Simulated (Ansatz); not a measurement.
**C₂H₇AlOSi: a ladder of functionals and wavefunction methods**

How much do the methods differ for C₂H₇AlOSi? The plan is to run it at one geometry with functionals of several rungs and with coupled cluster, and see how far each lands from CCSD(T) at the basis-set limit for the atomisation energy.

Method: functionals in def2-TZVPP, the program's frozen cores in correlated methods; program: Ansatz 0.2.0, Gaussian basis.

Plan: LDA (SPW92), PBE-D4, revPBE-D4, BLYP-D4, r2SCAN-D4, B97M-V, PBE0-D4, B3LYP-D4, r2SCANh-D4, r2SCAN0-D4, HSE06-D4, BHLYP-D4, CAM-B3LYP-D4, LC-ωPBE, ωB97X-V, ωB97M-V, B2PLYP, PBE-QIDH; CCSD(T)/def2-SVP; CCSD(T)/def2-TZVPP; MP2/def2-QZVPP; extrapolation to the limit; RPA on PBE.

### Step 1. The geometry

The geometry comes from an earlier relaxation with PBE0-D4 in a triple-zeta def2 set; it is a stationary point, not always the lowest conformer.

12 atoms, charge 0, spin multiplicity 1.

Atoms are counted from 1 here; the program's logs count them from 0.

Bond lengths: C1–Al2 1.936 Å, C1–H6 1.094 Å, C1–H7 1.093 Å, C1–H8 1.094 Å, Al2–C3 1.975 Å, Al2–O5 1.736 Å, C3–Si4 1.881 Å, C3–H9 1.092 Å, C3–H10 1.092 Å, Si4–O5 1.669 Å, Si4–H11 1.489 Å, Si4–H12 1.489 Å. Angles: Al2–C1–H6 110.9°, Al2–C1–H7 111.4°, Al2–C1–H8 111.3°, H6–C1–H7 108.0°, H6–C1–H8 106.9°, H7–C1–H8 108.2°, C1–Al2–C3 142.4°, C1–Al2–O5 127.9°, C3–Al2–O5 89.7°, Al2–C3–Si4 80.8°, Al2–C3–H9 117.0°, Al2–C3–H10 117.0°, Si4–C3–H9 115.9°, Si4–C3–H10 115.9°, H9–C3–H10 108.4° and more.

### Step 2. LDA

This LDA is Slater exchange with PW92 correlation.

Input file in.yaml:

```yaml
crystal:
  periodic: [false, false, false]
  atoms:
    - {symbol: C, position_ang: [-1.507614, 0.729251, 1.786981]}
    - {symbol: Al, position_ang: [-0.335914, 0.047684, 0.404237]}
    - {symbol: C, position_ang: [0.922272, 0.624543, -1.004307]}
    - {symbol: Si, position_ang: [1.029379, -1.237050, -1.248851]}
    - {symbol: O, position_ang: [-0.050082, -1.607880, -0.031460]}
    - {symbol: H, position_ang: [-2.326545, 1.311723, 1.353418]}
    - {symbol: H, position_ang: [-1.944518, -0.082287, 2.373953]}
    - {symbol: H, position_ang: [-0.970759, 1.394772, 2.469473]}
    - {symbol: H, position_ang: [0.505414, 1.191348, -1.839489]}
    - {symbol: H, position_ang: [1.841138, 1.116033, -0.677734]}
    - {symbol: H, position_ang: [0.543046, -1.719629, -2.570548]}
    - {symbol: H, position_ang: [2.371182, -1.823908, -0.981771]}
basis:
  gaussian: {orbitals: def2-TZVPP}
hamiltonian: {xc: lda}
output: {orbitals: {seedname: orbitals}}
```

Run with:

```sh
> ansatz run in.yaml --threads 4 --pin off --events-out ev --progress --plain --max-ram 10444MiB
```

After this run come: PBE-D4 (GGA); revPBE-D4 (GGA); BLYP-D4 (GGA); r2SCAN-D4 (meta-GGA); B97M-V (meta-GGA); B3LYP-D4 (hybrid); r2SCANh-D4 (hybrid); r2SCAN0-D4 (hybrid); HSE06-D4 (hybrid); BHLYP-D4 (hybrid); CAM-B3LYP-D4 (range-separated); LC-ωPBE (range-separated); ωB97X-V (range-separated); ωB97M-V (range-separated); B2PLYP (double hybrid); PBE-QIDH (double hybrid); CCSD(T) in def2-SVP; CCSD(T) in def2-TZVPP; MP2 in def2-QZVPP; RPA on PBE orbitals.

Q: Predict the results of all the runs planned. Wanted: atomisation energy, CCSD(T)/CBS; farthest beyond LDA; mean size of error, GGA; mean size of error, meta-GGA; mean size of error, hybrid; mean size of error, range-separated; mean size of error, double hybrid; gap, smallest and largest; T1 diagnostic.

**Answer**, as computed:

```
                               quantity                                                                   value
        atomisation energy, CCSD(T)/CBS                                                           4509.8 kJ/mol
 functionals within 22.5 kJ/mol (0.5 %)  r2SCAN-D4, B97M-V, r2SCANh-D4, CAM-B3LYP-D4, LC-ωPBE, ωB97X-V, ωB97M-V
                    farthest beyond LDA                                                BHLYP-D4 (-119.9 kJ/mol)
                mean size of error, GGA                                                             50.9 kJ/mol
           mean size of error, meta-GGA                                                             12.9 kJ/mol
             mean size of error, hybrid                                                             41.8 kJ/mol
    mean size of error, range-separated                                                              8.6 kJ/mol
      mean size of error, double hybrid                                                             46.2 kJ/mol
              gap, smallest and largest                               4.92 eV (LDA (SPW92)), 11.68 eV (LC-ωPBE)
                          T1 diagnostic                                                                  0.0124
triples share of the correlation energy                                                                   3.8 %
```

The LDA atomisation energy is off by 548.5 kJ/mol (12 %): it overbinds. PBE-D4 is off by +24.2 kJ/mol. Double hybrids carry the basis error of their MP2 part in triple zeta, and no dispersion term here, so their miss is partly the set-up's. The rungs range-separated, meta-GGA miss on average by less than the doubt on the reference (22.5 kJ/mol), so they tie. Misses under about 22.5 kJ/mol are within the doubt on the reference itself, which lacks core-valence correlation, relativity and higher excitations. Hartree-Fock recovers 75 % of the binding; the rest is correlation. CCSD(T) in def2-SVP is off by -277.2 kJ/mol, more than most functionals: a good method in a small basis is no reference. The gap grows from 4.9 to 11.7 eV across the functionals, mostly with the share of exact exchange.
